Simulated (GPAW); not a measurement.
A run of GPAW 26.7.0 is set up as follows.

Contents of run.py:

```python
from ase import Atoms
from ase.filters import FrechetCellFilter
from ase.io import write
from ase.optimize import BFGS
from ase.units import GPa
from gpaw import GPAW, PW, setup_paths

setup_paths.insert(0, '.')

atoms = Atoms(['In', 'In', 'In', 'As'],
              cell=[[4.671681, 0.0, 0.0],
                    [0.0, 4.671681, 0.0],
                    [0.0, 0.0, 4.671681]],
              scaled_positions=[[0.5, 0.5, 0.0],
                                [0.5, 0.0, 0.5],
                                [0.0, 0.5, 0.5],
                                [0.0, 0.0, 0.0]],
              pbc=True)

calc = GPAW(mode=PW(600),
            xc='PBEsol',
            kpts={'size': (6, 6, 6), 'gamma': True},
            occupations={'name': 'fermi-dirac', 'width': 0.05},
            nbands=36,
            convergence={'density': 1e-05, 'forces': 0.0001},
            maxiter=150,
            txt='gpaw.txt')
atoms.calc = calc
opt = BFGS(FrechetCellFilter(atoms, scalar_pressure=10 * GPa), trajectory='relax.traj', logfile='-')
done = opt.run(fmax=0.02, steps=60)
calc.write('gs.gpw')
write('result.traj', atoms)
print('Converged:', done)
print('Cell:', atoms.cell.cellpar().round(4))
print('Volume:', round(atoms.get_volume(), 4))
print(atoms.get_scaled_positions().round(5))
```

Potentials or basis: PAW data sets generated in the run's folder for this functional, pw.

The run is started by

```sh
$ gpaw-setup -f PBEsol As In
$ OMP_NUM_THREADS=1 python run.py
```

Q: Predict the space group after relaxing (to 0.05 Å).

A: Pm-3m (No. 221).

Q: Predict the band gap on the k mesh.

A: None (metal or under the smearing width).

Q: Estimate the relaxed cell.

A: a = 4.368 Å, b = 4.368 Å, c = 4.368 Å, α = 90.00°, β = 90.00°, γ = 90.00°.

Step by step:
```csv
step,energy change (eV),largest force (eV/Å),pressure (GPa),volume (Å³)
1,0.0000,0.0000,-2.67,101.96
2,-0.0296,0.0000,-1.81,99.78
3,0.1536,0.0000,7.16,85.88
4,0.3381,0.0000,10.87,82.58
5,0.2898,0.0000,9.96,83.32
```

Caveat: later steps reuse the first step's grids; the volume moved by over 15 % at a fixed basis, so the end points are rough.
